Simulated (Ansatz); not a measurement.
MgCd3, space group Pm-3m, a relaxation of cell and ions

Computed with the Ansatz DFT code, driven from Python.

The cells in order, each with its output:

In [1]:
```python
import ansatz
from ase.data import atomic_numbers
import numpy as np
import spglib

def edges_and_angles(cell):
    cell = np.asarray(cell)
    a, b, c = np.linalg.norm(cell, axis=1)
    cosines = cell[1] @ cell[2] / (b * c), cell[0] @ cell[2] / (a * c), cell[0] @ cell[1] / (a * b)
    return (a, b, c, *np.degrees(np.arccos(cosines)))

crystal = (
    ansatz.Lattice.of((4.394982, 0.0, 0.0), (0.0, 4.394982, 0.0), (0.0, 0.0, 4.394982))
    .atom("Mg", (0.0, 0.0, 0.0))
    .atom("Cd", (0.5, 0.5, 0.0))
    .atom("Cd", (0.5, 0.0, 0.5))
    .atom("Cd", (0.0, 0.5, 0.5))
)

# a pressure is positive in compression
calc = crystal.calculation()
calc = calc.functional("r2scan")
calc = calc.kpoints(5)
calc = calc.occupations("fermi_dirac", width=150 * ansatz.meV)
calc = calc.relax(force_tolerance=0.01, pressure=20)
steps = []
```

In [2]:
```python
def follow(event):
    if event["event"] != "relax_step":
        return
    row = event["data"]
    steps.append(row)
    print(f"step {row['step']:3d}  E = {row['lagrangian_ev']:.5f} eV  largest force component = {row['allowed_force_max_ev_ang']:.4f} eV/A  P = {row['pressure_gpa']:.3f} GPa")


outcome = calc.session().plan(threads=1).execute(on_event=follow)
report = outcome.report
```
```text
DeckWarning: basis.ecutwfc = 500 eV, auto-derived from the records' recommended cutoffs: set by Mg (their level for a meta-GGA)
step   1  E = -26731.19764 eV  largest force component = 0.0000 eV/A  P = 0.056 GPa
step   2  E = -26730.82861 eV  largest force component = 0.0000 eV/A  P = 11.776 GPa
step   3  E = -26730.12746 eV  largest force component = 0.0000 eV/A  P = 24.078 GPa
step   4  E = -26730.40036 eV  largest force component = 0.0000 eV/A  P = 19.589 GPa
step   5  E = -26730.37622 eV  largest force component = 0.0000 eV/A  P = 19.996 GPa
step   6  E = -26730.36902 eV  largest force component = 0.0000 eV/A  P = 19.952 GPa
```

In [3]:
```python
report["kpoints_frac"][:4]
```
Out [3]:
```text
[[0.0, 0.0, 0.0], [0.0, 0.0, 0.2], [0.0, 0.0, 0.4], [0.0, 0.2, 0.2]]
```

In [4]:
```python
report["mixing_algorithm"], report["preconditioner"], report["eigensolver"]
```
Out [4]:
```text
('MSR1', 'Kerker', 'band_cg')
```

In [5]:
```python
[(site.symbol, site.position_frac.round(4).tolist()) for site in outcome.lattice.sites]
```
Out [5]:
```text
[(<Element.MG: 'Mg'>, [-0.0, 0.0, -0.0]), (<Element.CD: 'Cd'>, [0.5, 0.5, -0.0]),
 (<Element.CD: 'Cd'>, [0.5, -0.0, 0.5]), (<Element.CD: 'Cd'>, [0.0, 0.5, 0.5])]
```

In [6]:
```python
first, last = steps[0], steps[-1]
symbols = [site.symbol for site in outcome.lattice.sites]
print(f"energy gained {first['lagrangian_ev'] - last['lagrangian_ev']:.4f} eV in {len(steps) - 1} steps")
for label, vectors in (("before", first["cell_ang"]), ("after", outcome.lattice.cell_ang)):
    print(label, "a b c (A) {:.4f} {:.4f} {:.4f}  angles {:.2f} {:.2f} {:.2f}".format(*edges_and_angles(vectors)), f" V = {abs(np.linalg.det(vectors)):.3f} A^3")
print("final stress xx yy zz (GPa, compression positive):", np.round(np.diag(report["stress_gpa"]), 3) + 0.0)

fractions = [site.position_frac for site in outcome.lattice.sites]
numbers = [atomic_numbers[s] for s in symbols]
for tolerance in (1e-3, 1e-2, 1e-1):
    print(f"space group at {tolerance} A:", spglib.get_spacegroup((outcome.lattice.cell_ang, fractions, numbers), symprec=tolerance))
```
```text
energy gained -0.8286 eV in 5 steps
before a b c (A) 4.3950 4.3950 4.3950  angles 90.00 90.00 90.00  V = 84.893 A^3
after a b c (A) 4.0898 4.0898 4.0898  angles 90.00 90.00 90.00  V = 68.409 A^3
final stress xx yy zz (GPa, compression positive): [19.952 19.952 19.952]
space group at 0.001 A: Pm-3m (221)
space group at 0.01 A: Pm-3m (221)
space group at 0.1 A: Pm-3m (221)
```

In [7]:
```python
change = np.array(last["positions_ang"]) @ np.linalg.inv(last["cell_ang"]) - np.array(first["positions_ang"]) @ np.linalg.inv(first["cell_ang"])
moved = np.linalg.norm(change @ np.array(last["cell_ang"]), axis=1)
print("displacement within the cell, strain taken out (A):", " ".join(f"{s}:{d:.3f}" for s, d in zip(symbols, moved)))

n_atoms = len(report["lattice"]["sites"])
print("F =", round(report["free_energy_ev"], 4), "eV for", n_atoms, "atoms")
print("E(sigma -> 0) =", round(report["energy_sigma0_ev"], 4), "eV, TS =", round(report["entropy_ts_ev"], 5), "eV")
print("closed by", report["closed_by"], "after", report["n_iterations"], "iterations")
```
```text
displacement within the cell, strain taken out (A): Mg:0.000 Cd:0.000 Cd:0.000 Cd:0.000
F = -26730.369 eV for 4 atoms
E(sigma -> 0) = -26730.3137 eV, TS = 0.1107 eV
closed by deck_thresholds after 8 iterations
```

Notes:
- Absolute energies stand on the zero of these potentials, so only differences at equal settings mean something. A total without «per atom» is that of the cell as typed.
- Forces vanish by symmetry, so the ions can't move, and the end may be a saddle.
- Part of the cell is held or a pressure is applied, so the end point needn't be the zero-pressure lattice.
- At a fixed pressure a relaxation lowers the enthalpy F + PV, while F alone can rise.
- For a metal this k-point mesh is coarse: on a finer one energies can move by several to tens of meV an atom and pressures by half a GPa or more, differences at one mesh by less.
- Energies along a relaxation are free energies. Rows at an unchanged volume are solved on a plane-wave basis chosen afresh for that cell, so the energy jumps there and such rows are no steps of the walk.
- Symmetry holds the cell in this phase, whether or not it is the stable one at this pressure.
- The structure comes from a database of computed cells and needn't be a stable or known phase.
- Warnings are shown shortened and without file and line.
- Timing: 20 s on 1 thread of Intel(R) Xeon(R) Platinum 8488C (Sapphire Rapids), with other jobs on the host, peak memory 0.66 GiB.
